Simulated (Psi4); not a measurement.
**UM06-2X/def2-SVPD run of AlHBrO (SMILES [OH][Al][Br])**

What is the vertical ionisation energy of AlHBrO at UM06-2X/def2-SVPD? 

Program for the calculation: Psi4 1.11.

1 further run of the same task is left out (set aside as unsound or not needed).

## (1) The system as given

AlHBrO: 4 atoms, total charge 0, spin state doublet. SMILES: `[OH][Al][Br]`. Geometry: relaxed at PBE0-D4/def2-TZVP.

Bond lengths: O1–Al2 1.695 Å, Al2–Br3 2.270 Å, O1–H4 0.957 Å. Angles: O1–Al2–Br3 116.9°, Al2–O1–H4 123.5°.

## (2) Energy and forces at UM06-2X/def2-SVPD

Contents of job.py:

```python
import psi4

psi4.set_memory('1600 MB')
psi4.set_num_threads(1)
psi4.core.set_output_file('psi4.out', False)

mol = psi4.geometry("""
0 2
O     -0.417900     0.558200    -0.729100
Al    -0.100700    -0.215000     0.745000
Br     1.740900    -1.539700     0.836000
H     -1.166700     1.136400    -0.872200
symmetry c1
no_reorient
no_com
""")

options = {'basis': 'def2-SVPD', 'reference': 'uks', 'puream': True, 'e_convergence': 1e-09, 'd_convergence': 1e-08, 'scf_type': 'pk', 'dft_radial_points': 99, 'dft_spherical_points': 590, 'maxiter': 200}
psi4.set_options(options)

e_tot = psi4.gradient('m06-2x')
print('gradient / Eh bohr^-1')
print(e_tot.np.round(6))
```

Launch:

```bash
python job.py
```

psi4.out:

```text
[...]
  Running in c1 symmetry.
[...]
  Nuclear repulsion =  193.839924876928876
[...]
  Multiplicity = 2
[...]
  Nalpha       = 29
  Nbeta        = 28
[...]
    Number of basis functions: 96
[...]
   @UKS iter   1: -2891.61586146681429   -1.66078e+00   1.48942e-02 DIIS/ADIIS
[...]
   @UKS iter  14: -2892.06026184172060   -1.04592e-11   8.84396e-09 DIIS
[...]
   @S^2 Observed:                7.520628529E-01
[...]
    Orbital Energies [Eh]
    ---------------------
    Alpha Occupied:
       1A   -485.273543     2A    -63.304807     3A    -57.142598
       4A    -57.141271     5A    -57.141160     6A    -56.911816
       7A    -19.644535     8A     -9.009189     9A     -6.833172
      10A     -6.827829    11A     -6.827301    12A     -4.428370
      13A     -2.932020    14A     -2.931351    15A     -2.929024
      16A     -2.865221    17A     -2.863738    18A     -2.863221
      19A     -2.859059    20A     -2.859047    21A     -1.098458
      22A     -0.850244    23A     -0.601674    24A     -0.464815
      25A     -0.438276    26A     -0.424899    27A     -0.363204
      28A     -0.362094    29A     -0.263559
    Alpha Virtual:
[...]
  @UKS Final Energy: -2892.06026184172060
   => Energetics <=
    Nuclear Repulsion Energy =            193.8399248769288761
    One-Electron Energy =               -4410.7154758820443021
    Two-Electron Energy =                1381.0035189349387110
    DFT Exchange-Correlation Energy =     -56.1882297715442078
    Empirical Dispersion Energy =           0.0000000000000000
    VV10 Nonlocal Energy =                  0.0000000000000000
    Total Energy =                      -2892.0602618417206031
[...]
 Multipole Moments:
 ------------------------------------------------------------------------------------
     Multipole            Electronic (a.u.)      Nuclear  (a.u.)        Total (a.u.)
 ------------------------------------------------------------------------------------
 L = 1.  Multiply by 2.5417464519 to convert [e a0] to [Debye]
 Dipole X            :       -105.0972641          104.1475311           -0.9497330
 Dipole Y            :         97.0902517          -96.5319348            0.5583169
 Dipole Z            :        -60.6377474           60.9247703            0.2870228
 Magnitude           :                                                    1.1384607
[...]
  -Total Gradient:
     Atom            X                  Y                   Z
    ------   -----------------  -----------------  -----------------
       1        0.001309063500    -0.003586511876     0.007143439375
       2       -0.000955456034     0.004209434349    -0.009471824482
       3       -0.001823575121     0.001284395747    -0.000017524231
       4        0.001666175425    -0.002028505337     0.002302179425
[...]
```

Standard output:

```text
gradient / Eh bohr^-1
[[ 1.309e-03 -3.587e-03  7.143e-03]
 [-9.550e-04  4.209e-03 -9.472e-03]
 [-1.824e-03  1.284e-03 -1.800e-05]
 [ 1.666e-03 -2.029e-03  2.302e-03]]
```

It took 34 s on 1 thread of Intel Xeon Platinum 8488C (Sapphire Rapids), shared host; peak memory 0.8 GiB.

## (3) The singlet cation

Contents of job.json:

```json
{
  "schema_name": "qcschema_input",
  "schema_version": 1,
  "molecule": {
    "schema_name": "qcschema_molecule",
    "schema_version": 2,
    "symbols": ["O", "Al", "Br", "H"],
    "geometry": [-0.78971655, 1.05484512, -1.37779932, -0.19029542, -0.40629112, 1.40784596, 3.28982421, -2.90961131, 1.57981104, -2.20474347, 2.14748477, -1.64821913],
    "molecular_charge": 1,
    "molecular_multiplicity": 1,
    "fix_symmetry": "c1"
  },
  "driver": "gradient",
  "model": {
    "method": "m06-2x",
    "basis": "def2-SVPD"
  },
  "keywords": {
    "reference": "rks",
    "puream": true,
    "e_convergence": 1e-09,
    "d_convergence": 1e-08,
    "scf_type": "pk",
    "dft_radial_points": 99,
    "dft_spherical_points": 590
  }
}
```

Launch:

```bash
psi4 --qcschema job.json -n 1 --memory 1600MB
```

stdout:

```text
[...]
  Running in c1 symmetry.
[...]
  Nuclear repulsion =  193.839925087213942
[...]
  Multiplicity = 1
[...]
  Nalpha       = 28
  Nbeta        = 28
[...]
    Number of basis functions: 96
[...]
   @RKS iter   1: -2891.28661617566604   -1.33154e+00   1.47141e-02 ADIIS/DIIS
[...]
   @RKS iter  13: -2891.74255918227118   -2.50111e-11   6.94734e-09 DIIS
[...]
    Orbital Energies [Eh]
    ---------------------
    Doubly Occupied:
       1A   -485.502985     2A    -63.533544     3A    -57.371768
       4A    -57.369656     5A    -57.369549     6A    -57.215865
       7A    -19.880102     8A     -9.237719     9A     -7.063731
      10A     -7.054686    11A     -7.054310    12A     -4.723905
      13A     -3.229127    14A     -3.229031    15A     -3.224594
      16A     -3.095868    17A     -3.093064    18A     -3.092755
      19A     -3.084782    20A     -3.084782    21A     -1.320824
      22A     -1.066312    23A     -0.822518    24A     -0.678132
      25A     -0.647248    26A     -0.646996    27A     -0.571805
      28A     -0.570125
[...]
  @RKS Final Energy: -2891.74255918227118
   => Energetics <=
    Nuclear Repulsion Energy =            193.8399250872139419
    One-Electron Energy =               -4397.0876675091567449
    Two-Electron Energy =                1367.5472868838326121
    DFT Exchange-Correlation Energy =     -56.0421036441606120
    Empirical Dispersion Energy =           0.0000000000000000
    VV10 Nonlocal Energy =                  0.0000000000000000
    Total Energy =                      -2891.7425591822716342
[...]
 Multipole Moments:
 ------------------------------------------------------------------------------------
     Multipole            Electronic (a.u.)      Nuclear  (a.u.)        Total (a.u.)
 ------------------------------------------------------------------------------------
 L = 1.  Multiply by 2.5417464519 to convert [e a0] to [Debye]
 Dipole X            :          4.3198402           -6.9929379           -2.6730977
 Dipole Y            :         -4.6661607            6.2178169            1.5516562
 Dipole Z            :          4.3846893           -3.5237498            0.8609395
 Magnitude           :                                                    3.2084739
[...]
  -Total Gradient:
     Atom            X                  Y                   Z
    ------   -----------------  -----------------  -----------------
       1        0.008251371003     0.006663506146    -0.033304011532
       2       -0.042829344859     0.017223491764     0.034232911653
       3        0.027484130115    -0.014997187668    -0.011413430118
       4        0.007354482875    -0.009044062917     0.010408457373
[...]
```

The result, in JSON:

```text
{
 "driver": "gradient",
 "model": {
  "method": "m06-2x",
  "basis": "def2-SVPD"
 },
 "success": true,
 "return_result": [0.008251371002620508, 0.006663506146496259, -0.033304011531626244, -0.042829344859270736, 0.017223491763987447, 0.03423291165287025, 0.027484130115000296, -0.01499718766767879, -0.011413430117886283, 0.007354482874709772, -0.009044062917406781, 0.010408457373018036],
 "properties": {
  "calcinfo_nbasis": 96,
  "calcinfo_nmo": 96,
  "calcinfo_nalpha": 28,
  "calcinfo_nbeta": 28,
  "calcinfo_natom": 4,
  "nuclear_repulsion_energy": 193.83992508721394,
  "return_energy": -2891.742559182271,
  "return_gradient": [0.008251371002620508, 0.006663506146496259, -0.033304011531626244, -0.042829344859270736, 0.017223491763987447, 0.03423291165287025, 0.027484130115000296, -0.01499718766767879, -0.011413430117886283, 0.007354482874709772, -0.009044062917406781, 0.010408457373018036],
  "scf_one_electron_energy": -4397.087667509157,
  "scf_two_electron_energy": 1367.5472868838326,
  "scf_xc_energy": -56.04210364416061,
  "scf_dipole_moment": [-2.6730976733324514, 1.551656165371094, 0.8609394951236267],
  "scf_total_energy": -2891.742559182271,
  "scf_total_gradient": [0.008251371002620508, 0.006663506146496259, -0.033304011531626244, -0.042829344859270736, 0.017223491763987447, 0.03423291165287025, 0.027484130115000296, -0.01499718766767879, -0.011413430117886283, 0.007354482874709772, -0.009044062917406781, 0.010408457373018036],
  "scf_iterations": 13
 }
}
```

Wall time 24 s (1 thread of Intel Xeon Platinum 8488C (Sapphire Rapids), shared host); peak memory 0.81 GiB.

## (4) Outcome

At UM06-2X/def2-SVPD:

| quantity | value |
| --- | --- |
| doublet AlHBrO: total energy | -2892.06026 Eh |
| doublet AlHBrO: dipole moment | 2.89 D |
| doublet AlHBrO: HOMO energy (highest over α and β) | -7.17 eV |
| doublet AlHBrO: LUMO energy (lowest over α and β) | -3.69 eV |
| doublet AlHBrO: ⟨S²⟩ | 0.752 |
| doublet AlHBrO: largest force on an atom | 0.535 eV/Å |
| singlet cation: total energy | -2891.74256 Eh |
| singlet cation: HOMO energy | -15.51 eV |
| singlet cation: LUMO energy | -9.97 eV |
| singlet cation: HOMO–LUMO gap | 5.54 eV |
| singlet cation: largest force on an atom | 2.955 eV/Å |
| vertical ionisation energy (to the singlet cation) | 8.645 eV |

**Reading.** Removing an electron at fixed nuclei costs 8.65 eV (834 kJ/mol). The largest force (doublet AlHBrO) is 0.54 eV/Å: the shape isn't a stationary point for this species at this level. Only the singlet of the ionised species was computed; a triplet could lie lower.
